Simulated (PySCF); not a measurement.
# As (R-3m) in PySCF: notebook, part 2 of 3

PySCF 2.14.0. The steps go on from the part before.

**3. Single point, PBE**

Input file run.py:

```python
import json
import numpy as np
from pyscf.pbc import gto, scf, dft, df
from pyscf.pbc.tools import pyscf_ase
from ase.io import read

atoms = read('As.xyz')
cell = pyscf_ase.cell_from_ase(atoms)
cell.basis = 'pob-dzvp-rev2'
cell.exp_to_discard = 0.1
cell.precision = 1e-08
cell.max_memory = 5880  # MB
cell.verbose = 4
cell.build()

res = {}
kpts = cell.make_kpts([2, 2, 2])
mf = dft.KRKS(cell, kpts, xc='pbe')
mf = mf.density_fit()
mf.with_df._cderi = 'cderi.h5'  # three-centre integrals saved by an earlier run on this cell, basis and mesh
mf = mf.sfx2c1e()
mf = mf.smearing(sigma=0.00183747, method='fermi')  # hartree
mf.conv_tol = 1e-07
mf.max_cycle = 60

mf.kernel()
res.update(converged=bool(mf.converged), e_tot=mf.e_tot, nelec=cell.nelectron, nao=cell.nao, mesh=list(map(int, cell.mesh)), a=cell.lattice_vectors().tolist(), coords=cell.atom_coords().tolist(),
           mo_energy=[np.real(x).tolist() for x in mf.mo_energy], mo_occ=[np.real(x).tolist() for x in mf.mo_occ])
res.update(e_free=mf.e_free, e_zero=mf.e_zero)
res.update(kpts=cell.get_scaled_kpts(kpts).tolist())
res['parts'] = {k: float(np.real(v)) for k, v in mf.scf_summary.items() if np.isscalar(v)}
json.dump(res, open('results.json', 'w'))
if not mf.converged:
    raise SystemExit('SCF not converged')

print('levels (eV)')
for i, kp in enumerate(res['kpts'][:40]):
    print('k %7.4f %7.4f %7.4f  ' % tuple(kp), ' '.join('%.3f' % (x * 27.211386) for x in res['mo_energy'][i][:38]))

# Mulliken populations
dm, s = np.asarray(mf.make_rdm1()), np.asarray(mf.get_ovlp())
sites = cell.aoslice_by_atom()[:, 2:]
tot = np.einsum('kij,kji->i', dm, s).real / len(kpts)
res['mulliken'] = [cell.atom_charge(i) - tot[a0:a1].sum() for i, (a0, a1) in enumerate(sites)]
print('Mulliken charges', np.round(res['mulliken'], 5))
res['done'] = True
json.dump(res, open('results.json', 'w'))
```

Input file As.xyz:

```xyz
2
Lattice="1.8807968987 1.0858785957 3.5140619945 -1.8807968987 1.0858785957 3.5140619945 0.0000000000 -2.1717571915 3.5140619945" Properties=species:S:1:pos:R:3 pbc="T T T"
As     0.0000000000      0.0000000000      2.3825340323
As     0.0000000000     -0.0000000001      8.1596519512
```

Potentials or basis: pob-dzvp-rev2 (all-electron).

Started as:

```sh
OMP_NUM_THREADS=4 python -u run.py > log
```

The log of the run:

```text
Discarded 0 diffused primitive functions, 0 contracted functions

PySCF version 2.14.0

[INPUT] verbose = 4
[INPUT] num. atoms = 2
[INPUT] num. electrons = 66
[INPUT] charge = 0
[INPUT] spin (= nelec alpha-beta = 2S) = 0
[INPUT] symmetry False subgroup None
[INPUT] Mole.unit = angstrom
[INPUT] Symbol           X                Y                Z      unit          X                Y                Z       unit  Magmom
[INPUT]  1 As     0.000000000000   0.000000000000   2.382534032300 AA    0.000000000000   0.000000000000   4.502336803503 Bohr   0.0
[INPUT]  2 As     0.000000000000  -0.000000000100   8.159651951200 AA    0.000000000000  -0.000000000189  15.419507459541 Bohr   0.0

nuclear repulsion = -579.206506983059
number of shells = 24
number of NR pGTOs = 148
number of NR cGTOs = 64
basis = pob-dzvp-rev2
ecp = {}
lattice vectors  a1 [3.554191034, 2.052013150, 6.640614754]
                 a2 [-3.554191034, 2.052013150, 6.640614754]
                 a3 [0.000000000, -4.104026301, 6.640614754]
dimension = 3
low_dim_ft_type = None
Cell volume = 290.59
exp_to_discard = 0.1
rcut = 20.040921315774565 (nimgs = [4 4 4])
precision = 1e-08
pseudo = None
ke_cutoff = 6540490.4789507035
    = [8989 8989 8989] mesh (726330265669 PWs)

******** <class 'pyscf.pbc.scf.smearing.SmearingsfX2C1eKRKS'> ********
method = SmearingsfX2C1eKRKS
initial guess = minao
damping factor = 0
level_shift factor = 0
DIIS = <class 'pyscf.scf.diis.CDIIS'>
diis_start_cycle = 1
diis_space = 8
diis_damp = 0
SCF conv_tol = 1e-07
SCF conv_tol_grad = None
SCF max_cycles = 60
direct_scf = True
direct_scf_tol = 1e-13

******** PBC SCF flags ********
N kpts = 8
Exchange divergence treatment (exxdiv) = ewald
    madelung (= occupied orbital energy shift) = 0.21739010419357901
    Total energy shift due to Ewald probe charge = -1/2 * Nelec*madelung = -7.17387343839
Smearing method = fermi
DF object = <pyscf.pbc.df.df.GDF object>
XC functionals = pbe
small_rho_cutoff = 0
radial grids:
    Treutler-Ahlrichs [JCP 102, 346 (1995); DOI:10.1063/1.469408] (M4) radial grids

becke partition: Becke, JCP 88, 2547 (1988); DOI:10.1063/1.454033
pruning grids: <function nwchem_prune>
grids dens level: 3
symmetrized grids: False
atomic radii adjust function: <function treutler_atomic_radii_adjust>

******** <class 'pyscf.pbc.x2c.sfx2c1e.SpinFreeX2CHelper'> ********
approx = 1e
xuncontract = 1
Set gradient conv threshold to 0.000316228

******** <class 'pyscf.pbc.df.gdf_builder._CCNucBuilder'> ********
mesh = [19 19 19] (6859 PWs)
ke_cutoff = 26.236544528620573
eta = 0.3919589405611929
j2c_eig_always = False

******** <class 'pyscf.pbc.df.rsdf_builder._RSNucBuilder'> ********
mesh = [15 15 15] (3375 PWs)
ke_cutoff = 15.871489900029728
omega = 0.5015620331116175
exclude_d_aux = False
exclude_dd_block = True
j2c_eig_always = False
has_long_range = True
tot grids = 40516
cell vol = 290.589852  sum(weights) = 290.592327
nelec by numeric integration = 65.9999673056225
init E= -4515.79863780633
    sigma = 0.00183747  Optimized mu = 0.412742274342  entropy = 0.500157428996
nelec by numeric integration = 65.99997701400481
    Total E(T) = -4509.36863161229  Free energy = -4509.36955063656  E0 = -4509.36909112442
cycle= 1 E= -4509.36863161229  delta_E= 6.43  |g|= 1.02  |ddm|= 6.83
    sigma = 0.00183747  Optimized mu = 0.405182283232  entropy = 0.825011731152
nelec by numeric integration = 65.99997616231241
    Total E(T) = -4509.36142991898  Free energy = -4509.36294585329  E0 = -4509.36218788614
cycle= 2 E= -4509.36142991898  delta_E= 0.0072  |g|= 1.08  |ddm|= 2.06
    sigma = 0.00183747  Optimized mu = 0.41458101904  entropy = 0.646076129366
nelec by numeric integration = 65.9999758115381
    Total E(T) = -4509.39540417109  Free energy = -4509.39659131659  E0 = -4509.39599774384
cycle= 3 E= -4509.39540417109  delta_E= -0.034  |g|= 0.066  |ddm|= 1.57
    sigma = 0.00183747  Optimized mu = 0.412893514783  entropy = 0.793529275794
nelec by numeric integration = 65.99997558947221
    Total E(T) = -4509.39524698031  Free energy = -4509.39670506655  E0 = -4509.39597602343
cycle= 4 E= -4509.39524698031  delta_E= 0.000157  |g|= 0.0477  |ddm|= 0.847
    sigma = 0.00183747  Optimized mu = 0.412872050964  entropy = 0.705194837837
nelec by numeric integration = 65.99997632072618
    Total E(T) = -4509.39554720599  Free energy = -4509.39684298035  E0 = -4509.39619509317
cycle= 5 E= -4509.39554720599  delta_E= -0.0003  |g|= 0.00298  |ddm|= 0.363
    sigma = 0.00183747  Optimized mu = 0.412955351077  entropy = 0.713879805976
nelec by numeric integration = 65.99997621649997
    Total E(T) = -4509.39553176824  Free energy = -4509.39684350096  E0 = -4509.3961876346
cycle= 6 E= -4509.39553176824  delta_E= 1.54e-05  |g|= 0.000389  |ddm|= 0.0175
    sigma = 0.00183747  Optimized mu = 0.41295601111  entropy = 0.713981353832
nelec by numeric integration = 65.99997621937894
    Total E(T) = -4509.39553158858  Free energy = -4509.3968435079  E0 = -4509.39618754824
cycle= 7 E= -4509.39553158858  delta_E= 1.8e-07  |g|= 6.34e-05  |ddm|= 0.00279
    sigma = 0.00183747  Optimized mu = 0.412956955835  entropy = 0.714155111473
nelec by numeric integration = 65.99997621760158
    Total E(T) = -4509.39553126955  Free energy = -4509.39684350815  E0 = -4509.39618738885
cycle= 8 E= -4509.39553126955  delta_E= 3.19e-07  |g|= 4.19e-06  |ddm|= 0.000396
    sigma = 0.00183747  Optimized mu = 0.412956966335  entropy = 0.714157069447
nelec by numeric integration = 65.99997621755566
    Total E(T) = -4509.39553126595  Free energy = -4509.39684350815  E0 = -4509.39618738705
cycle= 9 E= -4509.39553126595  delta_E= 3.6e-09  |g|= 1.19e-06  |ddm|= 2.75e-05
    sigma = 0.00183747  Optimized mu = 0.412956964722  entropy = 0.714159381288
nelec by numeric integration = 65.99997621756347
    Total E(T) = -4509.39553126171  Free energy = -4509.39684350815  E0 = -4509.39618738493
Extra cycle  E= -4509.39553126171  delta_E= 4.24e-09  |g|= 1.85e-06  |ddm|= 1.82e-05
converged SCF energy = -4509.39553126171
levels (eV)
k  0.0000  0.0000  0.0000   -11667.075 -11667.074 -1469.767 -1469.761 -1294.910 -1294.910 -1294.910 -1294.910 -1294.901 -1294.901 -172.986 -172.968 -118.046 -118.046 -118.043 -118.043 -118.011 -118.010 -24.832 -24.831 -24.789 -24.789 -24.750 -24.727 -24.727 -24.704 -24.685 -24.685 -3.432 5.876 9.050 9.553 9.553 13.286 14.469 14.469 18.507 18.508
k  0.0000  0.0000  0.5000   -11667.075 -11667.075 -1469.764 -1469.764 -1294.910 -1294.910 -1294.910 -1294.910 -1294.901 -1294.901 -172.979 -172.977 -118.046 -118.046 -118.045 -118.044 -118.012 -118.011 -24.830 -24.793 -24.773 -24.756 -24.750 -24.748 -24.741 -24.722 -24.705 -24.701 -0.667 0.509 8.684 8.702 11.132 11.317 11.915 12.882 20.850 21.493
k -0.0000  0.5000  0.0000   -11667.075 -11667.075 -1469.764 -1469.764 -1294.910 -1294.910 -1294.910 -1294.910 -1294.901 -1294.901 -172.979 -172.977 -118.046 -118.046 -118.045 -118.044 -118.012 -118.011 -24.830 -24.793 -24.773 -24.756 -24.750 -24.748 -24.741 -24.722 -24.705 -24.701 -0.667 0.509 8.684 8.702 11.132 11.317 11.915 12.882 20.851 21.492
k  0.0000  0.5000  0.5000   -11667.075 -11667.075 -1469.766 -1469.764 -1294.910 -1294.910 -1294.910 -1294.910 -1294.901 -1294.901 -172.982 -172.979 -118.046 -118.045 -118.044 -118.044 -118.012 -118.011 -24.838 -24.798 -24.769 -24.761 -24.753 -24.747 -24.741 -24.730 -24.710 -24.686 -0.614 1.944 5.532 7.270 7.397 13.040 17.018 18.579 18.838 22.518
k  0.5000 -0.0000 -0.0000   -11667.075 -11667.075 -1469.764 -1469.764 -1294.910 -1294.910 -1294.910 -1294.910 -1294.901 -1294.901 -172.979 -172.977 -118.046 -118.046 -118.045 -118.044 -118.012 -118.011 -24.830 -24.793 -24.773 -24.756 -24.750 -24.748 -24.741 -24.722 -24.705 -24.701 -0.667 0.509 8.684 8.702 11.132 11.317 11.915 12.882 20.851 21.492
k  0.5000  0.0000  0.5000   -11667.075 -11667.075 -1469.766 -1469.764 -1294.910 -1294.910 -1294.910 -1294.910 -1294.901 -1294.901 -172.982 -172.979 -118.046 -118.045 -118.044 -118.044 -118.012 -118.011 -24.838 -24.798 -24.769 -24.761 -24.753 -24.747 -24.741 -24.730 -24.710 -24.686 -0.614 1.944 5.532 7.270 7.397 13.040 17.018 18.579 18.838 22.518
k  0.5000  0.5000 -0.0000   -11667.075 -11667.075 -1469.766 -1469.764 -1294.910 -1294.910 -1294.910 -1294.910 -1294.901 -1294.901 -172.982 -172.979 -118.046 -118.045 -118.044 -118.044 -118.012 -118.011 -24.838 -24.798 -24.769 -24.761 -24.753 -24.747 -24.741 -24.730 -24.710 -24.686 -0.614 1.944 5.532 7.270 7.397 13.040 17.018 18.579 18.838 22.518
k  0.5000  0.5000  0.5000   -11667.075 -11667.075 -1469.765 -1469.763 -1294.910 -1294.910 -1294.910 -1294.910 -1294.901 -1294.901 -172.979 -172.975 -118.047 -118.047 -118.044 -118.044 -118.014 -118.010 -24.823 -24.823 -24.788 -24.788 -24.750 -24.723 -24.723 -24.706 -24.699 -24.699 -2.102 1.543 9.788 9.788 11.160 12.274 12.274 13.352 20.412 22.237
Mulliken charges [ 0. -0.]
```

Run time: 48 s. Hardware: 4 threads of AMD EPYC (Zen 3), shared host; peak memory 4.6 GiB.

What came out:

* Free energy: -122706.9392 eV

Levels at points of the mesh, in eV from the Fermi level:
```csv
k point,band 31,band 32,band 33,band 34,band 35,band 36
"(0.00, 0.00, 0.00)",-2.19,-1.68,-1.68,2.05,3.23,3.23
"(0.00, 0.00, 0.50)",-2.55,-2.54,-0.11,0.08,0.68,1.64
"(0.00, 0.50, 0.00)",-2.55,-2.54,-0.11,0.08,0.68,1.64
"(0.00, 0.50, 0.50)",-5.70,-3.97,-3.84,1.80,5.78,7.34
"(0.50, 0.00, 0.00)",-2.55,-2.54,-0.11,0.08,0.68,1.64
"(0.50, 0.00, 0.50)",-5.70,-3.97,-3.84,1.80,5.78,7.34
"(0.50, 0.50, 0.00)",-5.70,-3.97,-3.84,1.80,5.78,7.34
"(0.50, 0.50, 0.50)",-1.45,-1.45,-0.08,1.04,1.04,2.11
```

Caveat: the k mesh is coarse (spacing up to 1.01 Å⁻¹), so the values aren't converged; the default atom-centred grid shifts energies of crystals by up to some 10 meV an atom and pressures by some 0.5 GPa; this structure is a semimetal, and a gap seen between mesh points isn't a property of it; the basis of atomic orbitals isn't converged, which shifts pressures, moduli and gaps.

(Part 2 of 3 ends here.)
